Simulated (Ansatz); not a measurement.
LaMnIn, space group P-6m2, the magnetocrystalline anisotropy

Computed with Ansatz 0.2.0, Python API.

The script, `mae_lamnin.py`:
```python
'''Magnetocrystalline anisotropy of LaMnIn from one collinear density.'''

import ansatz

system = (
    ansatz.Lattice.from_parameters(4.593341, 4.593341, 4.096559, alpha=90.0, beta=90.0, gamma=120.0)
    .atom('La', [0.0, 0.0, 0.0])
    .atom('Mn', [2 / 3, 1 / 3, 0.5])
    .atom('In', [1 / 3, 2 / 3, 0.5])
    .moments(Mn=4)
)

base = (
    system.calculation()
    .kpoints(4)
    .functional('pbesol')
    .occupations('fermi_dirac')
    .spin('collinear')
    .eigenstates(nscf_kmesh=(4, 4, 4), top_band='c34')
    .magnetocrystalline_anisotropy(directions=[(0, 0, 1), (1, 1, 1)])
)
mae = base.run().magnetocrystalline_anisotropy()
filled = mae.by_tetrahedra
for direction, energy in zip(mae.directions, filled.energies_ev):
    print(direction.round(3), f'{1000 * energy:8.4f} meV per cell against the first direction')
print('easy direction:', mae.directions[filled.easy_direction].round(3))
```

Output of `python mae_lamnin.py`:
```text
DeckWarning: basis.ecutwfc = 420 eV, auto-derived from the records' recommended cutoffs: set by La (normal level)
[0. 0. 1.]   0.0000 meV per cell against the first direction
[0.577 0.577 0.577]   0.2189 meV per cell against the first direction
easy direction: [0. 0. 1.]
```
(Warnings from the package without file and line.)

Reading the output:
- The magnetic order follows from the starting moments and needn't be the lowest.
- For a metal this k-point mesh is coarse: on a finer one energies can move by several to tens of meV an atom and pressures by half a GPa or more, differences at one mesh by less.
- This cell is a computed structure, which may not be the phase found in nature.
- Anisotropy energies under a meV need much denser k-meshes than this one.
- Hardware and time: 120 s on 1 thread of Arm Neoverse V2, on a shared host, peak memory 0.44 GiB.

(Lines on the test bed's own set-up are left out of the output.)
